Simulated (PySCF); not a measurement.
# C₄H₇AlF−: magnetic properties

What do calculations give for the magnetic properties of C₄H₇AlF− (`CC#[C][AlH2-][CH2]F`)?

Programs: PySCF 2.14.0, with routines of our own; each step states its level. All values are computed. Atoms count from 0.

## Step 1: The system as given

13 atoms, charge -1, multiplicity 1; geometry from: GFN2-xTB.

## Step 2: Magnetic properties: GIAO B3LYP/aug-pcSseg-1

What the job is given:

```
{"job": {"kind": "mag", "xc": "B3LYP", "basis": "aug-pcSseg-1", "isotopologues": 2}, "charge": -1, "multiplicity": 1}
C     -3.128546     0.303795     0.461063
C     -1.755807     0.069044     0.018502
C     -0.612186    -0.123510    -0.339495
Al     1.241390    -0.411702    -1.029039
C      2.643708    -0.022168     0.446305
F      2.789987    -0.750698     1.653155
H     -3.483902     1.274468     0.104069
H     -3.185648     0.295052     1.552863
H     -3.795145    -0.471836     0.073905
H      1.445787    -1.870700    -1.652551
H      1.662698     0.726624    -2.094783
H      2.514382     1.024999     0.784613
H      3.658894    -0.042881     0.003664
```

Method: GIAO B3LYP/aug-pcSseg-1 magnetisability, rotational g tensor and spin-rotation constants, non-relativistic, gas phase.

Started as:

```console
$ OMP_NUM_THREADS=1 python excited_run.py task.json out
```

The driver reads the jobs from task.json and runs them one after another.

What it wrote:

```text
coarse grid: 11400 points
cycle   1  E = -498.7500959306  dE =  1.721e-01  |g| = 6.591e-01  |ddm| = 7.614e+00
cycle   2  E = -498.6366246537  dE =  1.135e-01  |g| = 9.915e-01  |ddm| = 3.186e+00
cycle   3  E = -498.8541606924  dE = -2.175e-01  |g| = 2.084e-01  |ddm| = 2.051e+00
cycle   4  E = -498.8635102932  dE = -9.350e-03  |g| = 7.883e-02  |ddm| = 4.864e-01
cycle   5  E = -498.8648830967  dE = -1.373e-03  |g| = 2.982e-02  |ddm| = 1.345e-01
cycle   6  E = -498.8650577985  dE = -1.747e-04  |g| = 6.070e-03  |ddm| = 4.432e-02
cycle   7  E = -498.8650671587  dE = -9.360e-06  |g| = 1.161e-03  |ddm| = 2.290e-02
final grid: 105936 points
cycle   8  E = -498.9147178375  dE = -2.088e-05  |g| = 6.067e-03  |ddm| = 2.261e-01
cycle   9  E = -498.9147081001  dE =  9.737e-06  |g| = 9.351e-03  |ddm| = 2.058e-02
cycle  10  E = -498.9147255294  dE = -1.743e-05  |g| = 1.485e-03  |ddm| = 1.116e-02
cycle  11  E = -498.9147260330  dE = -5.036e-07  |g| = 4.171e-04  |ddm| = 3.179e-03
cycle  12  E = -498.9147260696  dE = -3.660e-08  |g| = 1.611e-04  |ddm| = 7.119e-04
cycle  13  E = -498.9147260748  dE = -5.233e-09  |g| = 1.938e-05  |ddm| = 2.439e-04
cycle  14  E = -498.9147260749  dE = -6.457e-11  |g| = 8.901e-06  |ddm| = 6.981e-05
converged SCF energy = -498.9147260749

Magnetisability tensor (1e-30 J/T^2)
    -1136.99       23.34       43.51
       23.34     -998.78       78.04
       43.51       78.04    -1083.21
isotropic -1072.99   principal values   -1164.19  -1111.91   -942.88
isotropic susceptibility -64.617 1e-6 cm^3/mol

Inertial axes            a          b          c
rot. const./GHz      4.8561     1.0292     0.8839
chi total           -68.261    -65.697    -59.894
chi diamagnetic    -359.326  -1275.716  -1458.145
chi paramagnetic    291.065   1210.019   1398.251
quadrupole/D A       -2.453     -4.773      7.226
g nuclear            0.5855     0.5679     0.5605
g electronic        -0.6640    -0.5851    -0.5806
g total             -0.0785    -0.0172    -0.0201

Spin-rotation constants (kHz, H = +C I.J)
atom  isotope        aa         bb         cc
  3   27Al        2.611      0.561      0.469
  5    19F       -0.609      0.093      0.113
  6     1H       -0.365     -0.083      0.006
  7     1H       -0.516      0.046     -0.077
  8     1H       -0.310     -0.082     -0.005
  9     1H       -0.273     -0.040      0.021
 10     1H       -0.289     -0.014     -0.007
 11     1H       -0.314     -0.075      0.058
 12     1H        0.331     -0.054     -0.082
  0    13C*       0.611      0.141      0.123
  1    13C*       0.408      0.351      0.355
  2    13C*       0.491      0.381      0.380
  4    13C*       1.635      0.220      0.245
* in the singly substituted isotopologue

Isotopologues: g along a, b, c
2H    at 6,7,8,9,10,11,    -0.0658    -0.0153    -0.0178
13C   at 0                 -0.0782    -0.0169    -0.0198
```

Run time: 74 s. Hardware: 1 thread of Intel Xeon at 2.50GHz, shared host; peak memory 1 GiB.

Key values:

```
              quantity                      value
       magnetisability           -1073·10⁻³⁰ J/T²
  molar susceptibility         -64.6·10⁻⁶ cm³/mol
rotational g (a, b, c)  -0.0785, -0.0172, -0.0201
```

## Step 3: Magnetic properties: GIAO mPW1PW91/STO-3G

The job, as its differences from that of step 2:

```diff
@@ -1,2 +1,2 @@
-{"job": {"kind": "mag", "xc": "B3LYP", "basis": "aug-pcSseg-1", "isotopologues": 2}, "charge": -1, "multiplicity": 1}
+{"job": {"kind": "mag", "xc": "mPW1PW91", "basis": "STO-3G", "scf": {"conv": 1e-06, "level_shift": 0.1}}, "charge": -1, "multiplicity": 1}
 C     -3.128546     0.303795     0.461063
```

Method: GIAO mPW1PW91/STO-3G magnetisability, rotational g tensor and spin-rotation constants, non-relativistic, gas phase.

What it wrote:

```text
final grid: 105936 points
cycle   1  E = -492.3853539903  dE =  2.026e-01  |g| = 4.798e-01  |ddm| = 4.386e+00
cycle   2  E = -492.3796122062  dE =  5.742e-03  |g| = 6.063e-01  |ddm| = 1.294e+00
cycle   3  E = -492.4788856598  dE = -9.927e-02  |g| = 8.433e-02  |ddm| = 6.036e-01
cycle   4  E = -492.4816267883  dE = -2.741e-03  |g| = 1.869e-02  |ddm| = 1.444e-01
cycle   5  E = -492.4817291537  dE = -1.024e-04  |g| = 5.561e-03  |ddm| = 2.801e-02
cycle   6  E = -492.4817392807  dE = -1.013e-05  |g| = 5.881e-04  |ddm| = 7.792e-03
cycle   7  E = -492.4817394072  dE = -1.265e-07  |g| = 1.784e-04  |ddm| = 1.086e-03
level shift removed, Fock matrix diagonalised once more
converged SCF energy = -492.4817394072

Magnetisability tensor (1e-30 J/T^2)
    -1141.45       19.80       28.71
       19.80    -1042.82       33.84
       28.71       33.84    -1091.60
isotropic -1091.96   principal values   -1154.72  -1103.47  -1017.68
isotropic susceptibility -65.759 1e-6 cm^3/mol

Inertial axes            a          b          c
rot. const./GHz      4.8561     1.0292     0.8839
chi total           -68.625    -66.072    -62.581
chi diamagnetic    -339.303  -1260.197  -1440.955
chi paramagnetic    270.678   1194.125   1378.374
quadrupole/D A       -6.607     -1.277      7.884
g nuclear            0.5855     0.5679     0.5605
g electronic        -0.6175    -0.5774    -0.5724
g total             -0.0320    -0.0095    -0.0119

Spin-rotation constants (kHz, H = +C I.J)
atom  isotope        aa         bb         cc
  3   27Al        2.326      0.500      0.429
  5    19F       -1.031      0.058      0.020
  6     1H       -0.389     -0.087     -0.008
  7     1H       -0.503      0.024     -0.083
  8     1H       -0.342     -0.087     -0.018
  9     1H       -0.246     -0.039      0.010
 10     1H       -0.247     -0.017     -0.007
 11     1H       -0.395     -0.078      0.020
 12     1H        0.069     -0.060     -0.082
  0    13C*       0.259      0.064      0.056
  1    13C*       0.196      0.191      0.195
  2    13C*       0.334      0.261      0.259
  4    13C*       0.843      0.102      0.117
* in the singly substituted isotopologue
```

It took 13 s on 1 thread of Intel Xeon at 2.50GHz, shared host; peak memory 0.34 GiB.

From this job:

```
              quantity                      value
       magnetisability           -1092·10⁻³⁰ J/T²
  molar susceptibility         -65.8·10⁻⁶ cm³/mol
rotational g (a, b, c)  -0.0320, -0.0095, -0.0119
```

## Step 4: Magnetic properties: GIAO wB97X-D/6-311G**

The job, as its differences from that of step 3:

```diff
@@ -1,2 +1,2 @@
-{"job": {"kind": "mag", "xc": "mPW1PW91", "basis": "STO-3G", "scf": {"conv": 1e-06, "level_shift": 0.1}}, "charge": -1, "multiplicity": 1}
+{"job": {"kind": "mag", "xc": "wB97X-D", "basis": "6-311G**", "scf": {"conv": 1e-07, "level_shift": 0.2}}, "charge": -1, "multiplicity": 1}
 C     -3.128546     0.303795     0.461063
```

Method: GIAO wB97X-D/6-311G** magnetisability, rotational g tensor and spin-rotation constants, non-relativistic, gas phase.

What it wrote:

```text
final grid: 105936 points
cycle   1  E = -498.7640256444  dE =  2.366e-01  |g| = 6.695e-01  |ddm| = 2.726e+00
cycle   2  E = -498.8258835844  dE = -6.186e-02  |g| = 5.542e-01  |ddm| = 8.848e-01
cycle   3  E = -498.8717529069  dE = -4.587e-02  |g| = 8.146e-02  |ddm| = 3.036e-01
cycle   4  E = -498.8737896233  dE = -2.037e-03  |g| = 2.665e-02  |ddm| = 1.288e-01
cycle   5  E = -498.8740267532  dE = -2.371e-04  |g| = 1.065e-02  |ddm| = 5.628e-02
cycle   6  E = -498.8740655672  dE = -3.881e-05  |g| = 3.690e-03  |ddm| = 2.479e-02
cycle   7  E = -498.8740718668  dE = -6.300e-06  |g| = 9.795e-04  |ddm| = 1.049e-02
cycle   8  E = -498.8740726891  dE = -8.223e-07  |g| = 4.017e-04  |ddm| = 4.548e-03
cycle   9  E = -498.8740728313  dE = -1.423e-07  |g| = 1.577e-04  |ddm| = 1.568e-03
cycle  10  E = -498.8740728602  dE = -2.884e-08  |g| = 5.941e-05  |ddm| = 6.211e-04
level shift removed, Fock matrix diagonalised once more
converged SCF energy = -498.8740728602

Magnetisability tensor (1e-30 J/T^2)
    -1131.08       20.85       39.81
       20.85    -1006.16       74.10
       39.81       74.10    -1088.44
isotropic -1075.23   principal values   -1159.22  -1112.30   -954.16
isotropic susceptibility -64.752 1e-6 cm^3/mol

Inertial axes            a          b          c
rot. const./GHz      4.8561     1.0292     0.8839
chi total           -67.924    -65.966    -60.365
chi diamagnetic    -356.648  -1271.838  -1454.182
chi paramagnetic    288.723   1205.873   1393.817
quadrupole/D A       -1.048     -5.403      6.450
g nuclear            0.5855     0.5679     0.5605
g electronic        -0.6587    -0.5831    -0.5788
g total             -0.0732    -0.0152    -0.0183

Spin-rotation constants (kHz, H = +C I.J)
atom  isotope        aa         bb         cc
  3   27Al        2.486      0.538      0.452
  5    19F       -0.815      0.026      0.066
  6     1H       -0.378     -0.087      0.002
  7     1H       -0.528      0.042     -0.081
  8     1H       -0.322     -0.086     -0.009
  9     1H       -0.271     -0.041      0.020
 10     1H       -0.290     -0.014     -0.007
 11     1H       -0.326     -0.076      0.053
 12     1H        0.299     -0.056     -0.082
  0    13C*       0.559      0.127      0.111
  1    13C*       0.359      0.335      0.340
  2    13C*       0.439      0.359      0.358
  4    13C*       1.497      0.200      0.223
* in the singly substituted isotopologue
```

Wall time 59 s (1 thread of Intel Xeon at 2.50GHz, shared host); peak memory 0.89 GiB.

Key values:

```
              quantity                      value
       magnetisability           -1075·10⁻³⁰ J/T²
  molar susceptibility         -64.8·10⁻⁶ cm³/mol
rotational g (a, b, c)  -0.0732, -0.0152, -0.0183
```

## Step 5: The levels compared

```
                  level  ξ (10⁻³⁰ J/T²)     g(a)     g(b)  gap (eV)  functions  time
GIAO B3LYP/aug-pcSseg-1           -1073  -0.0785  -0.0172      4.23        226  74 s
   GIAO mPW1PW91/STO-3G           -1092  -0.0320  -0.0095      8.90         41  13 s
  GIAO wB97X-D/6-311G**           -1075  -0.0732  -0.0152     10.18        158  59 s
```

## Step 6: Summary of results

```
                                                quantity                      value
       magnetisability (step 2, GIAO B3LYP/aug-pcSseg-1)           -1073·10⁻³⁰ J/T²
  molar susceptibility (step 2, GIAO B3LYP/aug-pcSseg-1)         -64.6·10⁻⁶ cm³/mol
rotational g (a, b, c) (step 2, GIAO B3LYP/aug-pcSseg-1)  -0.0785, -0.0172, -0.0201
                         magnetisability over the levels  -1075 to -1073·10⁻³⁰ J/T²
```

In words: For an ion, the motion of the centre of mass in the field is left out. GIAO mPW1PW91/STO-3G has a minimal basis, so it is left out of the spread where two other levels stand. The geometry comes from tight binding, which is rough for metal atoms, and these values hang on it. The magnetisability spreads by 0.2 % over 2 levels of like cost. Two levels can agree by chance, so this spread shows no convergence. Vibrational averaging and real surroundings are missing from these values.
